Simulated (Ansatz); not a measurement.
**BClFH6N: two geometries relaxed, part 1 of 2**

Aim: relax the geometries before and after the reaction (exchange6), and see whether they are two minima and how far apart in energy. Meant to form: B1–F6, H5–N8, H7–Cl2; to break: B1–Cl2, H5–F6, H7–N8. The start is a guess near the saddle point, from which both ends are pulled out.

Program: Ansatz 0.2.0. Level of theory: UKS LDA/def2-SVP. These are calculated values, not measurements.

**1. The structure to begin with**

Bond lengths: B1–Cl2 2.168 Å, B1–H3 1.162 Å, B1–H4 1.162 Å, B1–F6 1.676 Å, N8–H9 1.006 Å, N8–H10 1.007 Å. Angles: Cl2–B1–H3 105.4°, Cl2–B1–H4 106.1°, Cl2–B1–F6 102.7°, H3–B1–H4 126.0°, H3–B1–F6 107.0°, H4–B1–F6 107.2°, H9–N8–H10 112.4°.

Coordinates:

```xyz
10

B     0.0177   -1.6950    0.5409
Cl    1.7690   -0.6730   -0.2255
H    -0.2800   -2.4583   -0.2832
H     0.2495   -1.9441    1.6522
H    -0.8553    0.5862    0.0747
F    -1.1465   -0.4892    0.5347
H     0.9140    0.8373   -0.4881
N    -0.1811    1.5954   -0.4791
H    -0.0474    2.4100    0.0963
H    -0.4399    1.8307   -1.4229
```

**2. A restrained relaxation towards end A**

Springs on the bonds that form and break draw the guess towards this end; the thresholds are loose.

Input file input.yaml:

```yaml
crystal:
  periodic: [false, false, false]
  atoms:
    - { symbol: B, position_ang: [0.0177, -1.695, 0.5409] }
    - { symbol: Cl, position_ang: [1.769, -0.673, -0.2255] }
    - { symbol: H, position_ang: [-0.28, -2.4583, -0.2832] }
    - { symbol: H, position_ang: [0.2495, -1.9441, 1.6522] }
    - { symbol: H, position_ang: [-0.8553, 0.5862, 0.0747] }
    - { symbol: F, position_ang: [-1.1465, -0.4892, 0.5347] }
    - { symbol: H, position_ang: [0.914, 0.8373, -0.4881] }
    - { symbol: "N", position_ang: [-0.1811, 1.5954, -0.4791] }
    - { symbol: H, position_ang: [-0.0474, 2.41, 0.0963] }
    - { symbol: H, position_ang: [-0.4399, 1.8307, -1.4229] }
magnetization:
  spin_polarized: true
basis:
  gaussian: { orbitals: def2-SVP }
hamiltonian:
  xc: lda
relax:
  f_tol: 0.15
  max_steps: 25
  restrain:
    - { distance: [0, 5], at: 2.71, k: 30.0 }
    - { distance: [4, 7], at: 2.32, k: 30.0 }
    - { distance: [6, 1], at: 2.63, k: 30.0 }
    - { distance: [0, 1], at: 1.86, k: 30.0 }
    - { distance: [4, 5], at: 0.88, k: 30.0 }
    - { distance: [6, 7], at: 1.02, k: 30.0 }
```

Started as:

```
ansatz run input.yaml --threads 2 --pin off --max-ram 3072MiB --backend cpu --events-out ev --progress --plain --runs-dir out
```

Standard output (excerpt; [...] marks lines left out):

```text
Warning: RAYON_NUM_THREADS=2 ignored (pool sized by the plan → 2); use --threads N
[...]
Functional definition: SPW92
[...]
1017 factors; their error is unknown
[...]
mean field -17417.47437340 eV, -640.0803772342 hartree, gradient 1.3e-5 eV, S^2 0.000000; 0 other end points of the search recorded, 0 dependent functions left out
[...]
reference -17417.47440436 eV, -640.0803783720 hartree; 22, 22 occupied and 68, 68 virtual orbitals, 1017 factors
relax step   1: F+E_penalty+E_count = -17417.47437340 eV  Δ(F+E_penalty+E_count) = +0.000e0 eV  max|allowed force component| = 4.267e0 eV/Å  E_restraint = 46.55958661 eV  max|allowed force component, restraints' pulls added| = 2.964e1 eV/Å  Δτ_max = 0.0000 Å  (29 SCF iters, accepted)
[...]
relax step   3: F+E_penalty+E_count = -17416.64032817 eV  Δ(F+E_penalty+E_count) = +7.257e-1 eV  max|allowed force component| = 6.087e0 eV/Å  E_restraint = 5.46232549 eV  max|allowed force component, restraints' pulls added| = 1.121e1 eV/Å  Δτ_max = 0.1962 Å  (33 SCF iters, accepted)
[...]
relax step   5: F+E_penalty+E_count = -17416.39270555 eV  Δ(F+E_penalty+E_count) = +1.355e-1 eV  max|allowed force component| = 1.233e0 eV/Å  E_restraint = 0.12280015 eV  max|allowed force component, restraints' pulls added| = 2.062e0 eV/Å  Δτ_max = 0.1984 Å  (34 SCF iters, accepted)
[...]
  distance B 0 - F 5 = 2.6958 Å
  distance H 4 - N 7 = 2.2957 Å
  distance H 6 - Cl 1 = 2.6279 Å
  distance B 0 - Cl 1 = 1.8167 Å
  distance H 4 - F 5 = 0.9247 Å
  distance H 6 - N 7 = 1.0251 Å
1017 factors; their error is unknown
[...]
mean field -17416.75407463 eV, -640.0539067429 hartree, gradient 1.6e-5 eV, S^2 0.000000; 1 other end points of the search recorded, 0 dependent functions left out
[...]
reference -17416.75410901 eV, -640.0539080061 hartree; 22, 22 occupied and 68, 68 virtual orbitals, 1017 factors
Total energy: -17416.75410901 eV, -640.0539080061 hartree
Atom 0 at     0.418126    -2.123792     0.557031 Å, force     0.561892     1.080415    -0.394733 eV/Å
Atom 1 at     1.700326    -0.976433    -0.025994 Å, force    -0.920079    -0.762967     0.400136 eV/Å
Atom 2 at    -0.186085    -2.738086    -0.295530 Å, force     0.012941     0.011498     0.003002 eV/Å
Atom 3 at     0.357589    -2.288516     1.755300 Å, force     0.000214    -0.009359     0.006548 eV/Å
Atom 4 at    -1.282611     0.271469     0.335259 Å, force     0.967112     1.561395    -0.880885 eV/Å
Atom 5 at    -1.690276    -0.453808     0.738708 Å, force    -0.239108    -1.294903     0.542934 eV/Å
Atom 6 at     0.870152     1.417000    -0.724799 Å, force     0.185172    -0.136595    -0.006686 eV/Å
Atom 7 at    -0.021646     1.917071    -0.650850 Å, force    -0.585202    -0.456146     0.340331 eV/Å
Atom 8 at     0.134565     2.765883    -0.093735 Å, force     0.015320     0.006541     0.009858 eV/Å
Atom 9 at    -0.300141     2.209213    -1.595392 Å, force     0.001738     0.000122    -0.020506 eV/Å
Dipole moment:     0.259688     0.594934    -0.310435 e Å
```

Run time: 5 s. Hardware: 2 threads of AMD EPYC 9B45 (Zen 5), shared host; peak memory 0.17 GiB.

Relaxation path:

```tsv
step	energy from step 1 (eV)	largest force component (eV/Å)
1	0.0000	4.2674
2	0.1084	3.9784
3	0.8340	6.0868
4	0.9462	2.4382
5	1.0817	1.2325
6	0.8803	1.2018
7	0.7454	1.4458
8	0.7380	1.4644
9	0.7203	1.5614
```

Step 1 is the start. Energies and forces in the table leave out the springs, which the log lists apart; the run stops on the force with the springs' pull added.

After: Bond lengths: B1–Cl2 1.817 Å, B1–H3 1.212 Å, B1–H4 1.211 Å, H5–F6 0.925 Å, H7–N8 1.025 Å, N8–H9 1.027 Å, N8–H10 1.027 Å. Angles: Cl2–B1–H3 116.5°, Cl2–B1–H4 116.0°, H3–B1–H4 127.0°, H7–N8–H9 108.1°, H7–N8–H10 108.0°, H9–N8–H10 107.8°.

Pairs that crossed the distance rule for bonds on the way: came closer H5–F6, H7–N8; moved apart B1–F6.

**3. End point A**

It starts where the restrained run ended.

Input file input.yaml:

```yaml
crystal:
  periodic: [false, false, false]
  atoms:
    - { symbol: B, position_ang: [0.418126, -2.123792, 0.557031] }
    - { symbol: Cl, position_ang: [1.700326, -0.976433, -0.025994] }
    - { symbol: H, position_ang: [-0.186085, -2.738086, -0.29553] }
    - { symbol: H, position_ang: [0.357589, -2.288516, 1.7553] }
    - { symbol: H, position_ang: [-1.282611, 0.271469, 0.335259] }
    - { symbol: F, position_ang: [-1.690276, -0.453808, 0.738708] }
    - { symbol: H, position_ang: [0.870152, 1.417, -0.724799] }
    - { symbol: "N", position_ang: [-0.021646, 1.917071, -0.65085] }
    - { symbol: H, position_ang: [0.134565, 2.765883, -0.093735] }
    - { symbol: H, position_ang: [-0.300141, 2.209213, -1.595392] }
magnetization:
  spin_polarized: true
basis:
  gaussian: { orbitals: def2-SVP }
hamiltonian:
  xc: lda
relax:
  f_tol: 0.03
  max_steps: 50
```

Started as:

```
ansatz run input.yaml --threads 2 --pin off --max-ram 3072MiB --backend cpu --events-out ev --progress --plain --runs-dir out
```

Standard output (excerpt; [...] marks lines left out):

```text
Warning: RAYON_NUM_THREADS=2 ignored (pool sized by the plan → 2); use --threads N
[...]
Functional definition: SPW92
[...]
1017 factors; their error is unknown
[...]
mean field -17416.75407212 eV, -640.0539066506 hartree, gradient 2.3e-5 eV, S^2 0.000000; 0 other end points of the search recorded, 0 dependent functions left out
[...]
reference -17416.75410670 eV, -640.0539079213 hartree; 22, 22 occupied and 68, 68 virtual orbitals, 1017 factors
relax step   1: F+E_penalty+E_count = -17416.75407212 eV  Δ(F+E_penalty+E_count) = +0.000e0 eV  max|allowed force component| = 1.561e0 eV/Å  Δτ_max = 0.0000 Å  (28 SCF iters, accepted)
[...]
relax step   4: F+E_penalty+E_count = -17417.85798635 eV  Δ(F+E_penalty+E_count) = -4.336e-1 eV  max|allowed force component| = 1.046e0 eV/Å  Δτ_max = 0.1971 Å  (29 SCF iters, accepted)
[...]
relax step   7: F+E_penalty+E_count = -17418.67687726 eV  Δ(F+E_penalty+E_count) = -2.315e-1 eV  max|allowed force component| = 8.370e-1 eV/Å  Δτ_max = 0.0664 Å  (30 SCF iters, accepted)
[...]
relax step  10: F+E_penalty+E_count = -17418.80544564 eV  Δ(F+E_penalty+E_count) = -1.104e-2 eV  max|allowed force component| = 1.039e-1 eV/Å  Δτ_max = 0.0349 Å  (30 SCF iters, accepted)
[...]
relax step  11: F+E_penalty+E_count = -17418.81242525 eV  Δ(F+E_penalty+E_count) = -6.980e-3 eV  max|allowed force component| = 7.578e-2 eV/Å  Δτ_max = 0.0585 Å  (30 SCF iters, accepted)
[...]
relax step  12: F+E_penalty+E_count = -17418.81744612 eV  Δ(F+E_penalty+E_count) = -5.021e-3 eV  max|allowed force component| = 2.270e-1 eV/Å  Δτ_max = 0.1952 Å  (29 SCF iters, accepted)
[...]
1017 factors; their error is unknown
mean field -17418.83215996 eV, -640.1302749702 hartree, gradient 6.3e-6 eV, S^2 0.000000; 0 other end points of the search recorded, 0 dependent functions left out
[...]
reference -17418.83219040 eV, -640.1302760886 hartree; 22, 22 occupied and 68, 68 virtual orbitals, 1017 factors
```

**4. The output, continued: end point A relaxed**

The log, continued (excerpt; [...] marks lines left out):

```text
relax step  13: F+E_penalty+E_count = -17418.83215996 eV  Δ(F+E_penalty+E_count) = -1.471e-2 eV  max|allowed force component| = 1.920e-1 eV/Å  Δτ_max = 0.0916 Å  (30 SCF iters, accepted)
[...]
relax step  19: F+E_penalty+E_count = -17418.87297233 eV  Δ(F+E_penalty+E_count) = -5.905e-4 eV  max|allowed force component| = 3.723e-2 eV/Å  Δτ_max = 0.0408 Å  (30 SCF iters, accepted)
[...]
relax step  20: F+E_penalty+E_count = -17418.87305062 eV  Δ(F+E_penalty+E_count) = -7.829e-5 eV  max|allowed force component| = 1.388e-2 eV/Å  Δτ_max = 0.0086 Å  (24 SCF iters, accepted)
1017 factors; their error is unknown
[...]
mean field -17418.87305062 eV, -640.1317776741 hartree, gradient 1.7e-5 eV, S^2 0.000000; 1 other end points of the search recorded, 0 dependent functions left out
[...]
reference -17418.87307980 eV, -640.1317787463 hartree; 22, 22 occupied and 68, 68 virtual orbitals, 1017 factors
[...]
Atom 0 at     0.019837    -1.374047     0.487209 Å, force    -0.009827     0.004748     0.001342 eV/Å
Atom 1 at     1.792340    -0.612240     0.383706 Å, force    -0.013882    -0.001951    -0.001955 eV/Å
Atom 2 at    -0.373769    -1.506226    -0.679692 Å, force     0.007610    -0.000699    -0.006402 eV/Å
Atom 3 at     0.104206    -2.396117     1.151752 Å, force     0.007076    -0.002918     0.003753 eV/Å
Atom 4 at    -0.681695     0.721471     0.250147 Å, force    -0.003098     0.001252    -0.002193 eV/Å
Atom 5 at    -0.799791    -0.384663     1.159042 Å, force     0.006794     0.002281     0.000657 eV/Å
Atom 6 at     0.809117     0.826463    -0.420913 Å, force     0.000719    -0.000870    -0.003071 eV/Å
Atom 7 at    -0.167419     1.307558    -0.529505 Å, force     0.002875    -0.000740     0.004259 eV/Å
Atom 8 at    -0.138259     2.319808    -0.343905 Å, force    -0.000401     0.001368     0.000298 eV/Å
Atom 9 at    -0.564569     1.097993    -1.457843 Å, force     0.002133    -0.002471     0.003312 eV/Å
Dipole moment:    -0.354589     1.343222    -0.639941 e Å
```

Run time: 11 s. Hardware: 2 threads of AMD EPYC 9B45 (Zen 5), shared host; peak memory 0.17 GiB.

The steps of the relaxation:

```tsv
step	energy from step 1 (eV)	largest force component (eV/Å)
1	0.0000	1.5614
2	-0.3418	0.7613
3	-0.6703	0.5625
4	-1.1039	1.0458
5	-1.5772	1.2629
6	-1.6913	1.9468
7	-1.9228	0.8370
8	-2.0067	0.4154
9	-2.0403	0.3680
10	-2.0514	0.1039
11	-2.0584	0.0758
12	-2.0634	0.2270
13	-2.0781	0.1920
14	-2.0950	0.2386
15	-2.1026	0.2843
16	-2.1098	0.2243
17	-2.1158	0.0726
18	-2.1183	0.0976
19	-2.1189	0.0372
20	-2.1190	0.0139
```

Step 1 is the start.

After: Bond lengths: B1–Cl2 1.932 Å, B1–H3 1.239 Å, B1–H4 1.222 Å, B1–F6 1.450 Å, H5–N8 1.103 Å, H7–N8 1.094 Å, N8–H9 1.030 Å, N8–H10 1.031 Å. Angles: Cl2–B1–H3 106.4°, Cl2–B1–H4 107.2°, Cl2–B1–F6 105.9°, H3–B1–H4 116.4°, H3–B1–F6 109.3°, H4–B1–F6 111.0°, H5–N8–H7 96.5°, H5–N8–H9 114.1°, H5–N8–H10 110.4°, H7–N8–H9 112.9°, H7–N8–H10 110.1°, H9–N8–H10 111.9°.

Pairs that crossed the distance rule for bonds on the way: came closer B1–F6, H5–N8; moved apart H5–F6.

(Continued in part 2 of 2.)
